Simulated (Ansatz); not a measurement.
**doublet CH7BGe+: levels of theory compared**

Wanted: a comparison of 6 runs (UHF/STO-3G, UHF/3-21G, UB3LYP/6-31G*, UBHLYP/def2-SVP, UCAM-B3LYP/def2-SVP, UCCSD(T)/def2-SVP) of doublet CH7BGe+. 

The results are computed with Ansatz 0.2.0.

69 further runs of the same task are left out: 69 set aside as unsound or not needed.

### Step 1. The structure to begin with

CH7BGe+ has 10 atoms, charge +1, and is taken as a doublet. SMILES of the parent species: `C[BH][GeH3]`. The coordinates come from a PBE0-D4/def2-TZVP relaxation. That shape belongs to the parent species and isn't relaxed for this state.

Bond lengths: C1–B2 1.548 Å, B2–Ge3 2.066 Å, C1–H4 1.093 Å, C1–H5 1.106 Å, C1–H6 1.091 Å, B2–H7 1.200 Å, Ge3–H8 1.544 Å, Ge3–H9 1.542 Å, Ge3–H10 1.542 Å. Some angles: C1–B2–Ge3 123.5°, C1–B2–H7 119.3°, Ge3–B2–H7 117.1°, B2–C1–H4 114.7°, B2–C1–H5 102.9°, B2–C1–H6 116.2°, B2–Ge3–H8 109.4°, B2–Ge3–H9 113.8°, B2–Ge3–H10 112.1°, H4–C1–H5 105.3°.

### Step 2. The energy at UHF/STO-3G (run 1)

The input, in.yaml:

```yaml
crystal:
  periodic: [false, false, false]
  atoms:
    - {symbol: C, position_ang: [-1.211300, 0.848000, -0.579700]}
    - {symbol: B, position_ang: [-0.013900, -0.123000, -0.719700]}
    - {symbol: Ge, position_ang: [1.111300, -0.784600, 0.881600]}
    - {symbol: H, position_ang: [-1.972600, 0.748500, -1.357000]}
    - {symbol: H, position_ang: [-0.747300, 1.837300, -0.749600]}
    - {symbol: H, position_ang: [-1.677100, 0.898700, 0.405800]}
    - {symbol: H, position_ang: [0.326000, -0.481700, -1.813000]}
    - {symbol: H, position_ang: [0.918400, -2.307400, 1.048300]}
    - {symbol: H, position_ang: [0.729200, -0.128900, 2.224000]}
    - {symbol: H, position_ang: [2.620500, -0.558300, 0.662100]}
basis:
  gaussian: {orbitals: STO-3G}
magnetization: {spin_polarized: true, initial_magnetization: 1}
accuracy: high
hamiltonian: {xc: hf}
output: {orbitals: {seedname: orbitals}}
total_charge: 1
```

Started as:

```console
$ ansatz run in.yaml --threads 1 --pin off --max-ram 3480MiB --events-out events.jsonl --progress --plain --runs-dir runs
```

The program printed:

```text
Warning: RAYON_NUM_THREADS=1 ignored (pool sized by the plan → 1); use --threads N
Functional definition: HF
  name "HF"
  exchange = exact_x
  correlation = 0
593 factors; integrals over basis functions are off by at most 5.9e-9 eV
mean field evaluation 1: about -57613.3548 eV, gradient 1.2e1 eV
mean field evaluation 2: about -57613.4059 eV, gradient 1.2e1 eV
mean field evaluation 4: about -57614.6157 eV, gradient 1.1e0 eV
mean field evaluation 8: about -57614.6356 eV, gradient 1.6e-2 eV
mean field -57614.63559318 eV, -2117.2988054467 hartree, gradient 2.6e-8 eV, S^2 0.753326; 0 other end points of the search recorded, 0 dependent functions left out
reference -57614.63559318 eV, -2117.2988054467 hartree; 25, 24 occupied and 10, 11 virtual orbitals, 593 factors
Total energy: -57614.63559318 eV, -2117.2988054467 hartree
```

Wall time 0.48 s (1 thread of Arm Neoverse V2, shared host).

### Step 3. A single-point energy at UHF/3-21G (run 2)

The input, input.yaml:

```yaml
crystal:
  periodic: [false, false, false]
  atoms:
    - {symbol: C, position_ang: [-1.211300, 0.848000, -0.579700]}
    - {symbol: B, position_ang: [-0.013900, -0.123000, -0.719700]}
    - {symbol: Ge, position_ang: [1.111300, -0.784600, 0.881600]}
    - {symbol: H, position_ang: [-1.972600, 0.748500, -1.357000]}
    - {symbol: H, position_ang: [-0.747300, 1.837300, -0.749600]}
    - {symbol: H, position_ang: [-1.677100, 0.898700, 0.405800]}
    - {symbol: H, position_ang: [0.326000, -0.481700, -1.813000]}
    - {symbol: H, position_ang: [0.918400, -2.307400, 1.048300]}
    - {symbol: H, position_ang: [0.729200, -0.128900, 2.224000]}
    - {symbol: H, position_ang: [2.620500, -0.558300, 0.662100]}
basis:
  gaussian:
    orbitals: 3-21G-spherical.json
hamiltonian:
  xc: hf
magnetization:
  spin_polarized: true
  initial_magnetization: 1
total_charge: 1
accuracy: high
output: {orbitals: {seedname: orbitals}}
```

The basis set 3-21G is read from a file made from the Basis Set Exchange's data (not shown).

Started as:

```console
$ ansatz run input.yaml --threads 1 --pin off --max-ram 3480MiB --events-out events.jsonl --progress --plain --runs-dir runs
```

The program printed:

```text
Warning: RAYON_NUM_THREADS=1 ignored (pool sized by the plan → 1); use --threads N
[... 4 set-up lines as earlier in the session ...]
1125 factors; integrals over basis functions are off by at most 4.3e-9 eV
mean field evaluation 1: about -57990.7380 eV, gradient 2.0e1 eV
mean field evaluation 2: about -57990.9468 eV, gradient 2.0e1 eV
mean field evaluation 4: about -57993.1065 eV, gradient 1.7e0 eV
mean field evaluation 8: about -57993.1585 eV, gradient 2.7e-1 eV
mean field evaluation 16: about -57993.1646 eV, gradient 2.1e-6 eV
mean field evaluation 32: about -57991.5295 eV, gradient 1.2e0 eV
mean field -57993.16458739 eV, -2131.2094894078 hartree, gradient 6.3e-8 eV, S^2 0.755124; 1 other end points of the search recorded, 0 dependent functions left out
reference -57993.16458739 eV, -2131.2094894078 hartree; 25, 24 occupied and 29, 30 virtual orbitals, 1125 factors
Total energy: -57993.16458739 eV, -2131.2094894078 hartree
```

Run time: 1.4 s. Hardware: 1 thread of Arm Neoverse V2, shared host; peak memory 0.15 GiB.

Runs 3 to 5 aren't shown in full; the table further down has their settings and results.

### Step 4. The energy at UCCSD(T)/def2-SVP (run 6)

The input, input.yaml:

```yaml
crystal:
  periodic: [false, false, false]
  atoms:
    - symbol: C
      position_ang: [-1.211300, 0.848000, -0.579700]
    - symbol: B
      position_ang: [-0.013900, -0.123000, -0.719700]
    - symbol: Ge
      position_ang: [1.111300, -0.784600, 0.881600]
    - symbol: H
      position_ang: [-1.972600, 0.748500, -1.357000]
    - symbol: H
      position_ang: [-0.747300, 1.837300, -0.749600]
    - symbol: H
      position_ang: [-1.677100, 0.898700, 0.405800]
    - symbol: H
      position_ang: [0.326000, -0.481700, -1.813000]
    - symbol: H
      position_ang: [0.918400, -2.307400, 1.048300]
    - symbol: H
      position_ang: [0.729200, -0.128900, 2.224000]
    - symbol: H
      position_ang: [2.620500, -0.558300, 0.662100]
basis:
  gaussian: {orbitals: def2-SVP}
total_charge: 1
magnetization: {spin_polarized: true, initial_magnetization: 1}
correlation: {method: ccsd_t, frozen_orbitals: {B: 1, C: 1, Ge: 9, H: 0}}
accuracy: high
scf: {omitted_lower_state_checks: [cluster_reference, increment]}
```

Started as:

```console
$ ansatz run input.yaml --threads 1 --pin off --max-ram 3480MiB --events-out events.jsonl --progress --plain --runs-dir runs
```

The program printed:

```text
Warning: RAYON_NUM_THREADS=1 ignored (pool sized by the plan → 1); use --threads N
[... 12 lines left out ...]
11 core orbitals not correlated: weight in the atoms' cores, before any rotation towards them, 1.000 or more for the frozen orbitals, at most 0.000 for the correlated occupied ones
[... 34 lines left out ...]
Total energy: -58281.67330003 eV, -2141.8119890389 hartree
Checks for a lower state left out: cluster_reference, increment
```

Wall time 2.2 min (1 thread of Arm Neoverse V2, shared host); peak memory 1.2 GiB.

### Step 5. Overview of the runs

```
run                                level  Cartesian functions  frozen core orbitals   energy (Eh)  HOMO energy (eV)  LUMO energy (eV)   ⟨S²⟩  wall time
  1                           UHF/STO-3G                   no                     –  -2117.298805            -17.11             -7.49  0.753     0.48 s
  2                            UHF/3-21G                   no                     –  -2131.209489            -17.91             -8.59  0.755      1.4 s
  3  UB3LYP/6-31G* (Cartesian functions)                  yes                     –  -2143.547965            -14.63            -12.26  0.752       17 s
  4                      UBHLYP/def2-SVP                   no                     –  -2143.395641            -16.05            -11.21  0.754       18 s
  5                  UCAM-B3LYP/def2-SVP                   no                     –  -2143.526689            -16.21            -11.04  0.753       25 s
  6                    UCCSD(T)/def2-SVP                   no                    11  -2141.811989                 –                 –  0.758    2.2 min
```

### Step 6. Summary of results

| quantity | value |
| --- | --- |
| run 6: total energy | -2141.81199 Eh |
| run 6: correlation energy (11 core orbitals frozen) | -503.4 mEh |
| run 6: (T) correction | -14.24 mEh |
| run 6: ⟨S²⟩ of the reference determinant | 0.758 |
| run 6: T1 diagnostic | 0.015 |

Totals of different functionals can't be ranked against each other. In run 1 the basis is minimal, so the values are rough. All runs together took 3.2 min, the longest 2.2 min.
